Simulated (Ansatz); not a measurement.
# Al16Si: the cost of one run

Method: DFT PBE, plane waves, PAW, scalar-relativistic, no spin polarisation, in Ansatz 0.2.0.

## (1) Starting point

The cell holds 17 atoms (Al16Si): a = 8.100 Å, b = 5.728 Å, c = 17.296 Å, α = 90.00°, β = 90.00°, γ = 90.00°.

Its coordinates follow in the input file.

## (2) Relaxing end A

The input, input.yaml:

```yaml
crystal:
  lattice:
    - [8.1, 0.0, 0.0]
    - [0.0, 5.727565, 0.0]
    - [0.0, 0.0, 17.295674]
  atoms:
    - { symbol: Al, position: [0.25, 0.25, 0.0578179] }
    - { symbol: Al, position: [0.75, 0.25, 0.0578179] }
    - { symbol: Al, position: [0.25, 0.75, 0.0578179] }
    - { symbol: Al, position: [0.75, 0.75, 0.0578179] }
    - { symbol: Al, position: [0.0, 0.0, 0.1406069] }
    - { symbol: Al, position: [0.5, 0.0, 0.1406069] }
    - { symbol: Al, position: [0.0, 0.5, 0.1406069] }
    - { symbol: Al, position: [0.5, 0.5, 0.1406069] }
    - { symbol: Al, position: [0.25, 0.25, 0.2233959] }
    - { symbol: Al, position: [0.75, 0.25, 0.2233959] }
    - { symbol: Al, position: [0.25, 0.75, 0.2233959] }
    - { symbol: Al, position: [0.75, 0.75, 0.2233959] }
    - { symbol: Al, position: [0.0, 0.0, 0.3061849] }
    - { symbol: Al, position: [0.5, 0.0, 0.3061849] }
    - { symbol: Al, position: [0.0, 0.5, 0.3061849] }
    - { symbol: Al, position: [0.5, 0.5, 0.3061849] }
    - { symbol: Si, position: [0.7433445, -0.0098094, 0.3836609] }
basis:
  ecutwfc: 420.0
kpoints:
  mp_grid: { grid: [3, 4, 1] }
hamiltonian:
  xc: pbe
scf:
  occupations: { method: gaussian, width: 0.1 }
  lower_state_search: "off"
relax:
  f_tol: 0.03
  max_steps: 60
  adjacent_minimum: "off"
  constraints: [{ sites: [0, 1, 2, 3] }]
output:
  write_density: true
  write_potential: true
  elf: true
  volumetric_format: npy
```

Run with:

```
ansatz run input.yaml --threads 2 --pin off --max-ram 5120MiB --backend cpu --events-out ev --progress --plain --runs-dir out
```

Q: Estimate wall time and peak memory on 2 threads of Intel Xeon 6975P-C (Granite Rapids), shared host.

About 93 s, with a peak of 0.97 GiB.
